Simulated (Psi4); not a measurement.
**CH3BFN (SMILES [H]/N=C(\B)F): a chain of runs**

Aim: a geometry optimisation (TPSS-D3(BJ)/6-31G**), then vibrational wavenumbers, then the energy (SCS-MP2/aug-cc-pVDZ) of CH3BFN. 

The results are computed with Psi4 1.11.

## 1. The molecule

CH3BFN: 7 atoms, total charge 0, spin state singlet. SMILES: `[H]/N=C(\B)F`. Geometry: relaxed at PBE0-D4/def2-TZVP. The run starts from this shape.

Bond lengths: B1–C2 1.561 Å, C2–N3 1.256 Å, C2–F4 1.341 Å, B1–H5 1.191 Å, B1–H6 1.192 Å, N3–H7 1.018 Å. Angles: B1–C2–N3 126.3°, B1–C2–F4 116.4°, N3–C2–F4 117.0°, C2–B1–H5 119.8°, C2–B1–H6 118.6°, C2–N3–H7 110.2°, H5–B1–H6 121.5°.

## 2. A geometry optimisation at TPSS-D3(BJ)/6-31G(d,p) (density fitting, Cartesian functions) (run 1)

The input, input.in:

```
memory 1.6 GB

molecule {
  0 1
  B
  C 1 1.560642
  N 2 1.255957 1 126.26398
  F 2 1.341011 3 116.95234 1 -172.13369
  H 1 1.190935 2 119.78974 3 -135.46248
  H 1 1.192031 5 121.49764 2 -175.46101
  H 3 1.017885 2 110.20842 4 175.99553
}

set {
  basis 6-31G**
  geom_maxiter 60
}

e_tot = opt('tpss-d3bj2b')
print_variables()
```

Started as:

```bash
$ psi4 -i input.in -o input.out -n 1
```

input.out:

```text
[...]
  Running in c1 symmetry.
[...]
  Nuclear repulsion =  102.238376853188512
[...]
  Multiplicity = 1
[...]
  Nalpha       = 15
  Nbeta        = 15
[...]
    Number of basis functions: 75
[...]
   @DF-RKS iter   1:  -219.12511232006358   -2.88133e-01   9.07871e-03 ADIIS/DIIS
[...]
   @DF-RKS iter   7:  -219.34250811117067   -1.19087e-11   6.80185e-09 DIIS
[...]
    Orbital Energies [Eh]
    ---------------------
    Doubly Occupied:
       1A    -24.436243     2A    -14.133942     3A    -10.108536
       4A     -6.635710     5A     -1.137791     6A     -0.854565
       7A     -0.581768     8A     -0.517263     9A     -0.450882
      10A     -0.409807    11A     -0.399960    12A     -0.347470
      13A     -0.320110    14A     -0.281636    15A     -0.252725
[...]
  @DF-RKS Final Energy:  -219.34250811117067
   => Energetics <=
    Nuclear Repulsion Energy =            101.0756767323485263
    One-Electron Energy =                -499.9321701914539062
    Two-Electron Energy =                 207.4787541991037472
    DFT Exchange-Correlation Energy =     -27.9602429270946935
    Empirical Dispersion Energy =          -0.0045259240743541
    VV10 Nonlocal Energy =                  0.0000000000000000
    Total Energy =                       -219.3425081111706731
[...]
 Multipole Moments:
 ------------------------------------------------------------------------------------
     Multipole            Electronic (a.u.)      Nuclear  (a.u.)        Total (a.u.)
 ------------------------------------------------------------------------------------
 L = 1.  Multiply by 2.5417464519 to convert [e a0] to [Debye]
 Dipole X            :          0.1979037           -0.3866410           -0.1887373
 Dipole Y            :          2.6977312           -3.0509159           -0.3531847
 Dipole Z            :          2.0915173           -2.9133308           -0.8218135
 Magnitude           :                                                    0.9141874
[...]
  -Total Gradient:
     Atom            X                  Y                   Z
    ------   -----------------  -----------------  -----------------
       1       -0.000015877201    -0.000041353314     0.000017942370
       2       -0.000013458910    -0.000074348268     0.000006204067
       3       -0.000008328890    -0.000051229308    -0.000040390866
       4       -0.000007437901    -0.000017039128     0.000109652598
       5        0.000011060474     0.000025689568     0.000074060660
       6       -0.000004910706     0.000015296323     0.000016203998
       7       -0.000018705423    -0.000045309345    -0.000008332762
[...]
    Final optimized geometry and variables:
    Molecular point group: c1
    Full point group: C1
    Geometry (in Angstrom), charge = 0, multiplicity = 1:
    B
    C             1    1.565725
    N             2    1.276839      1  126.937041
    F             2    1.363130      3  116.330683      1 -171.021267
    H             1    1.191121      2  119.662605      3 -133.817990
    H             1    1.192709      5  121.250464      2 -174.799433
    H             3    1.028473      2  109.359133      4  175.643098
  Variable Map:
  ----------------------------------------------------------------------------
  "CURRENT ENERGY"                           =>    -219.342508111171
[...]
```

The script printed:

```text
Optimizer: Optimization complete!
```

Run time: 70 s. Hardware: 1 thread of Intel Xeon Platinum 8488C (Sapphire Rapids), shared host; peak memory 0.98 GiB.

The path in brief:

```
step  energy from the first frame kept (eV)  largest force (eV/Å)
   0                                 0.0000                1.4761
   1                                -0.0255                0.3298
   2                                 0.0070                0.8768
   3                                -0.0291                0.0626
   4                                -0.0292                0.0269
   5                                -0.0293                0.0165
   6                                -0.0294                0.0094
   7                                -0.0294                0.0057
```

After the run. Bond lengths: B1–C2 1.566 Å, C2–N3 1.277 Å, C2–F4 1.363 Å, B1–H5 1.191 Å, B1–H6 1.193 Å, N3–H7 1.028 Å. Angles: B1–C2–N3 126.9°, B1–C2–F4 116.2°, N3–C2–F4 116.3°, C2–B1–H5 119.7°, C2–B1–H6 118.9°, C2–N3–H7 109.4°, H5–B1–H6 121.3°.

## 3. Vibrational wavenumbers at TPSS-D3(BJ)/6-31G(d,p) (density fitting, Cartesian functions) (run 2)

The input, calc.py:

```python
import psi4

psi4.set_memory('1600 MB')
psi4.set_num_threads(1)
psi4.core.set_output_file('run.log', False)

molecule = psi4.geometry("""
0 1
B     -0.67979307     1.65397712    -0.46333061
C      1.06801840    -0.66089203     0.12060232
N      0.37708729    -2.84404916     0.88113205
F      3.54078740    -0.41737247    -0.55880146
H     -0.37135575     2.83335898    -2.35553417
H     -2.40568750     2.09117660     0.91876405
H     -1.47412433    -2.76583906     1.46783343
units bohr
""")

options = {'basis': '6-31G**', 'reference': 'rks', 't': 298.15, 'rotational_symmetry_number': 1}
psi4.set_options(options)

e = psi4.frequencies('tpss-d3(bj)', molecule=molecule)
print(f'tpss-d3(bj) energy: {e:.10f} Eh')
for k in ('ZPVE', 'ENTHALPY', 'GIBBS FREE ENERGY'):
    print(f'{k}: {psi4.variable(k):.8f} Eh')
```

Started as:

```bash
$ python calc.py
```

run.log, shortened:

```text
[...]
  Running in c1 symmetry.
[...]
  Nuclear repulsion =  101.075687714510877
[...]
  Multiplicity = 1
[...]
  Nalpha       = 15
  Nbeta        = 15
[...]
    Number of basis functions: 75
[...]
   @DF-RKS iter   1:  -219.13409568567045   -3.59393e-01   8.90007e-03 DIIS/ADIIS
[...]
   @DF-RKS iter  12:  -219.34250696991811   -1.47793e-12   4.04303e-09 DIIS
[...]
  @DF-RKS Final Energy:  -219.34250696991811
   => Energetics <=
    Nuclear Repulsion Energy =            101.0762906839857322
    One-Electron Energy =                -499.9331123707073630
    Two-Electron Energy =                 207.4790138536453981
    DFT Exchange-Correlation Energy =     -27.9601730701307822
    Empirical Dispersion Energy =          -0.0045260667111072
    VV10 Nonlocal Energy =                  0.0000000000000000
    Total Energy =                       -219.3425069699181051
[...]
 Multipole Moments:
[...]
  -Total Gradient:
     Atom            X                  Y                   Z
    ------   -----------------  -----------------  -----------------
       1        0.000311869136    -0.000119461514    -0.000351533472
       2       -0.000097700951     0.000028607194     0.000104996167
       3       -0.000423650249    -0.000019468219     0.000222835251
       4        0.000034807131    -0.000121259808    -0.000012377890
       5        0.000114511142    -0.000057181698    -0.000017836885
       6       -0.000351974893     0.000064305542     0.000393075377
       7        0.000368086969     0.000003201684    -0.000203271969
[...]
  ==> Harmonic Vibrational Analysis <==
[...]
  Freq [cm^-1]                 162.6768            249.6573            430.8658
[...]
  IR activ [km/mol]             1.6972              6.0851             24.3124
[...]
  Freq [cm^-1]                 539.0603            816.1402            865.8720
[...]
  IR activ [km/mol]             9.7135             37.1725             36.5534
[...]
  Freq [cm^-1]                 887.8556           1004.8770           1039.1803
[...]
  IR activ [km/mol]            14.5069             62.8214             174.6622
[...]
  Freq [cm^-1]                1229.2629           1335.1533           1649.3682
[...]
  IR activ [km/mol]            70.9296             41.1613             55.8514
[...]
  Freq [cm^-1]                2628.7630           2718.9736           3413.2220
[...]
  IR activ [km/mol]            62.5394             102.2363             1.6336
[...]
```

The script printed:

```text
Warning: used thermodynamics relations inappropriate for low-frequency modes: ['162.6768' '249.6573' '430.8658' '539.0603']
tpss-d3(bj) energy: -219.3425081113 Eh
ZPVE: 0.04321895 Eh
ENTHALPY: -219.29363971 Eh
GIBBS FREE ENERGY: -219.32618022 Eh
```

Wall time 6.5 min (1 thread of Intel Xeon Platinum 8488C (Sapphire Rapids), shared host); peak memory 0.97 GiB.

## 4. The energy at SCS-MP2/aug-cc-pVDZ (density fitting) (run 3)

The input, calc.dat:

```
memory 1600 MB

molecule molecule1 {
  0 1
  B     -0.359731     0.875247    -0.245184
  C      0.565171    -0.349729     0.063820
  N      0.199546    -1.505006     0.466275
  F      1.873704    -0.220864    -0.295705
  H     -0.196513     1.499349    -1.246495
  H     -1.273035     1.106603     0.486189
  H     -0.780073    -1.463619     0.776744
}

set {
  basis aug-cc-pVDZ
  freeze_core true
}

result, w = energy('scs-mp2', return_wfn=True)
print_variables()
```

Started as:

```bash
$ psi4 -i calc.dat -o calc.out -n 1
```

calc.out:

```text
[...]
  Running in c1 symmetry.
[...]
  Nuclear repulsion =  101.075687742829487
[...]
  Multiplicity = 1
[...]
  Nalpha       = 15
  Nbeta        = 15
[...]
    Number of basis functions: 119
[...]
   @RHF iter   1:  -218.08636129033016   -1.03780e+00   3.37163e-03 ADIIS/DIIS
[...]
   @RHF iter  13:  -218.17274652001399   -5.26654e-11   8.25334e-09 DIIS
[...]
    Orbital Energies [Eh]
    ---------------------
    Doubly Occupied:
       1A    -26.326190     2A    -15.598267     3A    -11.374056
       4A     -7.657810     5A     -1.634163     6A     -1.232923
       7A     -0.879534     8A     -0.785951     9A     -0.705868
      10A     -0.694830    11A     -0.651148    12A     -0.585997
      13A     -0.536815    14A     -0.464056    15A     -0.450789
[...]
  @RHF Final Energy:  -218.17274652001399
   => Energetics <=
    Nuclear Repulsion Energy =            101.0756877428294871
    One-Electron Energy =                -499.3400726089003001
    Two-Electron Energy =                 180.0916383460568397
    Total Energy =                       -218.1727465200139875
[...]
 Multipole Moments:
 ------------------------------------------------------------------------------------
     Multipole            Electronic (a.u.)      Nuclear  (a.u.)        Total (a.u.)
 ------------------------------------------------------------------------------------
 L = 1.  Multiply by 2.5417464519 to convert [e a0] to [Debye]
 Dipole X            :          3.1321582           -4.1360286           -1.0038704
 Dipole Y            :          0.0057251            0.7376860            0.7434111
 Dipole Z            :         -0.4598754            0.5423741            0.0824986
 Magnitude           :                                                    1.2518873
[...]
	SCS-MP2 Total Energy (a.u.)        :  -218.75229740775521
	SOS-MP2 Total Energy (a.u.)        :  -218.70274353057076
	SCSN-MP2 Total Energy (a.u.)       :  -218.43439099154782
[...]
	SOS-PI-MP2 Total Energy (a.u.)     :  -218.79107636566354
[...]
	MP2 Total Energy (a.u.)            :  -218.76307232703124
[...]
```

It took 11 s on 1 thread of Intel Xeon Platinum 8488C (Sapphire Rapids), shared host; peak memory 0.99 GiB.

## 5. Outcome

| quantity | value |
| --- | --- |
| run 1, TPSS-D3(BJ)/6-31G**: total energy at the end | -219.34251 Eh |
| run 1, TPSS-D3(BJ)/6-31G**: dipole moment | 2.32 D |
| run 1, TPSS-D3(BJ)/6-31G**: HOMO energy | -6.88 eV |
| run 1, TPSS-D3(BJ)/6-31G**: LUMO energy | -3.43 eV |
| run 1, TPSS-D3(BJ)/6-31G**: HOMO–LUMO gap | 3.45 eV |
| run 1, TPSS-D3(BJ)/6-31G**: dispersion energy | -11.88 kJ/mol |
| run 2, TPSS-D3(BJ)/6-31G**: lowest harmonic wavenumber | 163 cm⁻¹ |
| run 2, TPSS-D3(BJ)/6-31G**: highest harmonic wavenumber | 3413 cm⁻¹ |
| run 2, TPSS-D3(BJ)/6-31G**: zero-point energy | 113.5 kJ/mol |
| run 2, TPSS-D3(BJ)/6-31G**: ideal-gas entropy at 298.15 K (symmetry number 1 as used) | 68.5 cal/(mol K) |
| run 3, SCS-MP2/aug-cc-pVDZ: total energy | -218.75230 Eh |
| run 3, SCS-MP2/aug-cc-pVDZ: HOMO energy (Hartree–Fock orbitals) | -12.27 eV |
| run 3, SCS-MP2/aug-cc-pVDZ: LUMO energy (Hartree–Fock orbitals) | 0.43 eV |
| run 3, SCS-MP2/aug-cc-pVDZ: HOMO–LUMO gap (Hartree–Fock orbitals) | 12.70 eV |
| run 3, SCS-MP2/aug-cc-pVDZ: correlation energy (4 core orbitals frozen) | -579.6 mEh |

In words: The optimisation (run 1, TPSS-D3(BJ)/6-31G**) took 8 steps and changed the energy by -0.029 eV. All 15 modes (run 2, TPSS-D3(BJ)/6-31G**) are real, so the shape is a minimum at this level.
